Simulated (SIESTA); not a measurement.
Crystal: CoNiO2.

```
CELL_PARAMETERS angstrom
3.01433 0.00000 0.00000
0.00000 3.01433 0.00000
0.00000 0.00000 4.22229
ATOMIC_POSITIONS crystal
Ni 0.00000 0.00000 0.00000
Co 0.50000 0.50000 0.50000
O 0.00000 0.00000 0.50000
O 0.50000 0.50000 0.00000
```

The cell comes from a database or a generator and needn't be the stable form of this composition.

Base run:

| Property | Result |
| --- | --- |
| Program | SIESTA 5.4.2 |
| Functional | LDA |
| Potentials or basis | PseudoDojo 0.4 standard (LDA files) |
| Basis | DZP (energy shift 0.003 Ry; two zetas on semicore shells) |
| Grid cutoff | 800 Ry |
| Energy shift | 0.003 Ry |
| k mesh | 9 × 9 × 6 |
| Occupations | fermi-dirac, width 0.05 eV |
| Spin | collinear spin, ferromagnetic start |
| Starting moments | [1.0, 2.0, 0.0, 0.0] μB |

Its results: band gap on the k mesh none (metal or under the smearing width); pressure -21.3 GPa; net moment 3.68 μB per cell; site moments Ni +0.70; Co +2.48; O +0.28, +0.21 μB.

Question: The run is repeated on the same cell with these changes: functional from LDA to PBE; potentials or basis from PseudoDojo 0.4 standard (LDA files) to PseudoDojo 0.4 standard (PBE files). What comes out?

Answer: Band gap on the k mesh none (metal or under the smearing width); pressure -0.7 GPa; net moment 4.79 μB per cell; site moments Ni +1.49; Co +2.59; O +0.36, +0.35 μB.

Caveats: short orbitals over semicore shells can move pressures by several GPa; the basis of atomic orbitals isn't converged, which shifts pressures, moduli and gaps; semilocal functionals often make such compounds metallic where correlation or magnetic order opens a gap, which also shifts bond lengths.
